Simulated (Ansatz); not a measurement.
Born–Oppenheimer molecular dynamics of a periodic cell of 12 atoms, Ba₂In₃Au (start crystal Ba2In3Au, start structure Cm, volume 1 times the crystal's). It goes on from the last frame of an earlier run, with new velocities.

Method: Ansatz 0.2.0, DFT LDA, scalar-relativistic, plane waves, PAW. Settings: accuracy low, cutoff 420 eV, k mesh 2x3x2, fermi-dirac smearing 0.3 eV, no spin polarisation.

- ensemble: NVT, Langevin thermostat
- time step: 2.25 fs
- steps asked: 169
- set temperature: 2800 K
- friction: 0.02 /fs
- temperature schedule: 127 steps to 300 K, then 42 steps to 300 K
- seed: 467992

Frames 22.5 fs apart, positions in Å.

Velocities at 22.5 fs (Å/ps):

```
Ba -5.77 2.53 2.93
Ba 1.55 -6.03 2.80
In 2.59 0.47 3.98
In 0.59 -2.59 1.94
In -4.30 1.42 -4.75
Au -4.08 2.75 -0.70
Ba 3.97 0.22 -4.99
Ba -1.53 -0.45 -4.05
In -5.58 -1.04 1.97
In -0.70 -4.26 7.05
In 1.32 -3.84 -0.18
Au 7.27 -0.85 4.02
```

```xyz
12
Lattice="-12.0199 0.0000 0.0000 0.0000 -5.1246 0.0000 -5.6515 0.0000 6.2480" Properties=species:S:1:pos:R:3 time_fs=22.5 energy_less_start_eV=0.602 T=2089
Ba -10.472 -2.693 3.758
Ba -6.417 -3.065 1.897
In -2.921 -2.212 1.553
In -6.976 -2.262 5.027
In -10.874 -2.452 0.577
Au -14.762 -1.958 4.439
Ba -3.963 0.919 4.242
Ba -13.119 0.295 1.671
In -9.415 0.358 1.617
In -12.937 -0.735 6.831
In -4.115 -0.118 0.026
Au -7.575 -0.151 3.642
12
Lattice="-12.0199 0.0000 0.0000 0.0000 -5.1246 0.0000 -5.6515 0.0000 6.2480" Properties=species:S:1:pos:R:3 time_fs=45 energy_less_start_eV=0.121 T=2774
Ba -10.600 -2.704 3.839
Ba -6.393 -3.131 2.011
In -2.794 -2.182 1.631
In -6.995 -2.260 5.097
In -10.891 -2.379 0.472
Au -14.769 -1.870 4.449
Ba -3.908 0.800 4.166
Ba -13.102 0.265 1.565
In -9.551 0.336 1.625
In -13.018 -0.838 6.876
In -4.129 -0.123 -0.082
Au -7.482 -0.188 3.737
12
Lattice="-12.0199 0.0000 0.0000 0.0000 -5.1246 0.0000 -5.6515 0.0000 6.2480" Properties=species:S:1:pos:R:3 time_fs=67.5 energy_less_start_eV=-0.310 T=2686
Ba -10.734 -2.704 4.037
Ba -6.403 -3.129 2.095
In -2.716 -2.202 1.710
In -6.949 -2.272 5.279
In -10.854 -2.414 0.368
Au -14.676 -1.803 4.466
Ba -3.957 0.672 4.119
Ba -13.065 0.208 1.536
In -9.658 0.316 1.695
In -13.134 -0.827 6.855
In -4.176 -0.193 -0.129
Au -7.422 -0.238 3.900
12
Lattice="-12.0199 0.0000 0.0000 0.0000 -5.1246 0.0000 -5.6515 0.0000 6.2480" Properties=species:S:1:pos:R:3 time_fs=90 energy_less_start_eV=-0.499 T=2510
Ba -10.800 -2.709 4.144
Ba -6.420 -3.169 2.157
In -2.699 -2.229 1.842
In -6.903 -2.346 5.454
In -10.758 -2.303 0.184
Au -14.576 -1.747 4.407
Ba -4.075 0.580 4.132
Ba -12.954 0.106 1.459
In -9.754 0.349 1.746
In -13.208 -0.775 6.763
In -4.305 -0.267 -0.115
Au -7.314 -0.279 4.015
12
Lattice="-12.0199 0.0000 0.0000 0.0000 -5.1246 0.0000 -5.6515 0.0000 6.2480" Properties=species:S:1:pos:R:3 time_fs=112.5 energy_less_start_eV=-0.579 T=1849
Ba -10.844 -2.721 4.112
Ba -6.380 -3.236 2.195
In -2.759 -2.325 1.995
In -6.951 -2.495 5.499
In -10.664 -2.214 0.101
Au -14.466 -1.711 4.405
Ba -4.144 0.486 4.068
Ba -12.737 0.039 1.431
In -9.787 0.291 1.760
In -13.204 -0.722 6.660
In -4.371 -0.369 -0.037
Au -7.253 -0.336 4.009
12
Lattice="-12.0199 0.0000 0.0000 0.0000 -5.1246 0.0000 -5.6515 0.0000 6.2480" Properties=species:S:1:pos:R:3 time_fs=135 energy_less_start_eV=-0.589 T=1445
Ba -10.894 -2.760 4.125
Ba -6.345 -3.245 2.266
In -2.941 -2.421 2.087
In -6.942 -2.660 5.487
In -10.620 -2.211 0.087
Au -14.367 -1.749 4.415
Ba -4.197 0.477 4.097
Ba -12.651 0.031 1.401
In -9.764 0.263 1.746
In -13.217 -0.667 6.531
In -4.346 -0.438 0.099
Au -7.199 -0.313 4.021
12
Lattice="-12.0199 0.0000 0.0000 0.0000 -5.1246 0.0000 -5.6515 0.0000 6.2480" Properties=species:S:1:pos:R:3 time_fs=157.5 energy_less_start_eV=-0.646 T=1228
Ba -10.946 -2.791 4.119
Ba -6.311 -3.241 2.295
In -3.056 -2.484 2.106
In -6.875 -2.792 5.463
In -10.522 -2.287 0.198
Au -14.275 -1.822 4.417
Ba -4.226 0.492 4.195
Ba -12.619 0.021 1.339
In -9.734 0.232 1.741
In -13.172 -0.667 6.473
In -4.285 -0.483 0.245
Au -7.165 -0.262 4.044
12
Lattice="-12.0199 0.0000 0.0000 0.0000 -5.1246 0.0000 -5.6515 0.0000 6.2480" Properties=species:S:1:pos:R:3 time_fs=180 energy_less_start_eV=-0.959 T=1434
Ba -11.008 -2.821 4.053
Ba -6.221 -3.195 2.259
In -3.103 -2.546 1.994
In -6.796 -2.913 5.433
In -10.466 -2.306 0.319
Au -14.190 -1.859 4.365
Ba -4.209 0.525 4.260
Ba -12.680 0.001 1.242
In -9.643 0.242 1.720
In -13.033 -0.637 6.445
In -4.261 -0.493 0.336
Au -7.204 -0.256 4.056
12
Lattice="-12.0199 0.0000 0.0000 0.0000 -5.1246 0.0000 -5.6515 0.0000 6.2480" Properties=species:S:1:pos:R:3 time_fs=202.5 energy_less_start_eV=-0.995 T=1598
Ba -11.047 -2.900 3.974
Ba -6.166 -3.157 2.116
In -3.206 -2.564 1.898
In -6.753 -2.980 5.437
In -10.417 -2.356 0.446
Au -14.134 -1.861 4.360
Ba -4.160 0.536 4.267
Ba -12.775 -0.091 1.135
In -9.567 0.260 1.715
In -12.923 -0.604 6.361
In -4.237 -0.534 0.328
Au -7.240 -0.288 3.991
12
Lattice="-12.0199 0.0000 0.0000 0.0000 -5.1246 0.0000 -5.6515 0.0000 6.2480" Properties=species:S:1:pos:R:3 time_fs=225 energy_less_start_eV=-1.073 T=1348
Ba -11.102 -2.928 3.896
Ba -6.152 -3.194 1.927
In -3.246 -2.597 1.879
In -6.817 -3.013 5.460
In -10.382 -2.348 0.522
Au -14.051 -1.881 4.386
Ba -4.109 0.464 4.285
Ba -12.820 -0.168 1.094
In -9.436 0.257 1.677
In -12.776 -0.606 6.244
In -4.198 -0.587 0.315
Au -7.275 -0.321 3.982
12
Lattice="-12.0199 0.0000 0.0000 0.0000 -5.1246 0.0000 -5.6515 0.0000 6.2480" Properties=species:S:1:pos:R:3 time_fs=247.5 energy_less_start_eV=-1.491 T=1281
Ba -11.109 -2.966 3.906
Ba -6.221 -3.250 1.784
In -3.165 -2.662 1.892
In -6.938 -3.002 5.519
In -10.366 -2.335 0.592
Au -14.018 -1.928 4.436
Ba -4.055 0.380 4.304
Ba -12.882 -0.240 1.125
In -9.320 0.284 1.667
In -12.686 -0.578 6.137
In -4.138 -0.578 0.320
Au -7.302 -0.372 3.967
12
Lattice="-12.0199 0.0000 0.0000 0.0000 -5.1246 0.0000 -5.6515 0.0000 6.2480" Properties=species:S:1:pos:R:3 time_fs=270 energy_less_start_eV=-1.801 T=954
Ba -11.137 -3.012 3.937
Ba -6.297 -3.299 1.689
In -3.057 -2.774 1.848
In -7.027 -2.992 5.499
In -10.353 -2.311 0.622
Au -14.067 -1.966 4.457
Ba -4.045 0.309 4.355
Ba -12.955 -0.319 1.169
In -9.214 0.262 1.660
In -12.688 -0.497 6.047
In -4.094 -0.587 0.327
Au -7.346 -0.433 3.972
```

Of the whole run (380 fs, mean temperature of the second half 872 K): The schedule's set-point averaged 509 K over the second half and the system 872 K, so it lags behind the ramp. A run of 0.38 ps of so small a system gives no equilibrium averages. Limits of this set-up: coarse k mesh, low accuracy level.

Time of the run: 27 min on 2 threads of Intel(R) Xeon(R) Platinum 8259CL CPU @ 2.50GHz (Skylake/Cascade Lake) (shared host), peak memory 1.3 GiB.
